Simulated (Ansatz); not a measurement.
# CH6N2O2Si: the cost of one run

All numbers below are computed with Ansatz 0.2.0 (RHF/def2-SVP).

### Step 1. Starting point

Bond lengths: N1–Si2 1.693 Å, Si2–N3 1.593 Å, N3–C4 1.353 Å, C4–O5 1.500 Å, C4–O6 1.420 Å, N1–H7 0.979 Å, N1–H8 1.075 Å, Si2–H9 1.505 Å, N3–H10 1.061 Å, O5–H11 0.949 Å, O6–H12 0.947 Å. Angles: N1–Si2–N3 101.2°, N1–Si2–H9 111.7°, N3–Si2–H9 121.6°, Si2–N1–H7 107.0°, Si2–N1–H8 100.6°, H7–N1–H8 103.6°, Si2–N3–C4 110.4°, Si2–N3–H10 109.0°, C4–N3–H10 105.0°, N3–C4–O5 113.6°, N3–C4–O6 121.8°, O5–C4–O6 114.3°, C4–O5–H11 107.2°, C4–O6–H12 111.2°.

Structure file:

```xyz
12

N    -1.2290   -1.4265    0.7795
Si    0.0219   -0.4590    1.3827
N     1.0449   -0.4775    0.1620
C     0.7804    0.5390   -0.6904
O    -0.4268    0.3033   -1.5490
O     0.9764    1.8954   -0.3194
H    -0.8174   -2.0942    0.1939
H    -1.6953   -0.7424    0.0941
H    -0.4989    0.8311    1.9572
H     2.0219   -0.2828    0.5278
H    -0.3585   -0.5793   -1.8919
H     0.2574    2.4377   -0.6127
```

### Step 2. Relaxing end A

Input file input.yaml:

```yaml
crystal:
  periodic: [false, false, false]
  atoms:
    - { symbol: "N", position_ang: [-1.229, -1.4265, 0.7795] }
    - { symbol: Si, position_ang: [0.0219, -0.459, 1.3827] }
    - { symbol: "N", position_ang: [1.0449, -0.4775, 0.162] }
    - { symbol: C, position_ang: [0.7804, 0.539, -0.6904] }
    - { symbol: O, position_ang: [-0.4268, 0.3033, -1.549] }
    - { symbol: O, position_ang: [0.9764, 1.8954, -0.3194] }
    - { symbol: H, position_ang: [-0.8174, -2.0942, 0.1939] }
    - { symbol: H, position_ang: [-1.6953, -0.7424, 0.0941] }
    - { symbol: H, position_ang: [-0.4989, 0.8311, 1.9572] }
    - { symbol: H, position_ang: [2.0219, -0.2828, 0.5278] }
    - { symbol: H, position_ang: [-0.3585, -0.5793, -1.8919] }
    - { symbol: H, position_ang: [0.2574, 2.4377, -0.6127] }
basis:
  gaussian: { orbitals: def2-SVP }
hamiltonian:
  xc: hf
relax:
  f_tol: 0.015
  max_steps: 40
```

The run is started by

```console
ansatz run input.yaml --threads 2 --pin off --max-ram 3072MiB --backend cpu --events-out ev --progress --plain --runs-dir out
```

Q: Estimate wall time and peak memory on 2 threads of Arm Neoverse V2, shared host.

About 49 s, with a peak of 0.26 GiB.
